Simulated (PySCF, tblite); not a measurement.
# C₃H₅ClF₄Si: geometry, infrared bands and NMR shifts

Wanted: the infrared bands and NMR shifts of C₃H₅ClF₄Si (`C[Si@@](F)(Cl)CC(F)(F)F`), by calculation.

The runs use tblite 0.8.0 and PySCF 2.14.0, with density-fitted response routines of our own; the level of theory stands in each step. All values are computed, except where a source is named. Atoms count from 0, in the outputs and in this text.

### Step 1. Starting geometry

14 atoms, charge 0, multiplicity 1; geometry from: force field or distance geometry start.

Bonds of the start (Å): C0–Si1 1.88, Si1–F2 1.68, Si1–Cl3 2.09, Si1–C4 1.84, C4–C5 1.49, C5–F6 1.37, C5–F7 1.37, C5–F8 1.39, C0–H9 1.11, C0–H10 1.10, C0–H11 1.11, C4–H12 1.11, C4–H13 1.13.

### Step 2. Relaxing the molecule with GFN2-xTB

Job settings and geometry (Å):

```
{"job": {"kind": "relax", "xc": "GFN2-xTB", "basis": "xTB"}, "charge": 0, "multiplicity": 1}
C      2.014900     0.059600     0.770900
Si     0.760600    -0.003000    -0.626100
F      1.366400     0.985400    -1.845100
Cl     0.751000    -1.942000    -1.395100
C     -0.902100     0.626700    -0.145100
C     -1.911800    -0.392500     0.263100
F     -1.559700    -1.137600     1.358100
F     -2.153400    -1.234500    -0.793100
F     -3.069300     0.328100     0.542200
H      1.779700    -0.725900     1.515100
H      3.008200    -0.128400     0.325600
H      2.054700     1.047700     1.265600
H     -0.824300     1.395900     0.653900
H     -1.315800     1.120100    -1.072000
```

On the command line:

```console
$ OMP_NUM_THREADS=1 python probes_run.py task.json out
```

The driver reads the jobs from task.json and runs them one after another.

**Question.** This job is followed by: GFN2-xTB harmonic vibrations, gas phase; GIAO PBE0/pcSseg-1 NMR shielding, non-relativistic, gas phase. What will the session give for the following? strongest single infrared mode (GFN2-xTB); zero-point energy (GFN2-xTB); 13C shifts against TMS (PBE0/pcSseg-1); 1H shifts against TMS (PBE0/pcSseg-1, means over atoms taken as alike); 29Si shifts against TMS (PBE0/pcSseg-1); 19F shifts against CFCl3 (PBE0/pcSseg-1, means over atoms taken as alike); 35Cl shifts against HCl (PBE0/pcSseg-1); surface potential, 1st and 99th percentile.

**Answer**, as computed:

| quantity | value |
| --- | --- |
| strongest single infrared mode (GFN2-xTB) | 982 cm⁻¹, 309 km/mol |
| zero-point energy (GFN2-xTB) | 51.4 kcal/mol |
| 13C shifts against TMS (PBE0/pcSseg-1) | 135.6, 32.3, 4.4 ppm |
| 1H shifts against TMS (PBE0/pcSseg-1, means over atoms taken as alike) | 2.05, 1.98, 0.73 ppm |
| 29Si shifts against TMS (PBE0/pcSseg-1) | 26.0 ppm |
| 19F shifts against CFCl3 (PBE0/pcSseg-1, means over atoms taken as alike) | -70.8, -143.8 ppm |
| 35Cl shifts against HCl (PBE0/pcSseg-1) | 70 ppm |
| surface potential, 1st and 99th percentile | -0.82 V and 1.36 V |

Relaxing lowered the energy by 0.511 eV in 152 steps; the close pair that moved most is Si1–Cl3, from 2.086 to 1.999 Å. All 36 modes are real, so the xTB geometry is a minimum. The strongest single mode, at 982 cm⁻¹, moves mainly C5, H12 and H13. GFN2-xTB is a fitted tight-binding method: band positions and strengths are rough. Its intensities can rank the bands wrongly. At PBE0/pcSseg-1: Shielding is most anisotropic at Cl3 (span 222 ppm, paramagnetic term -269 ppm).
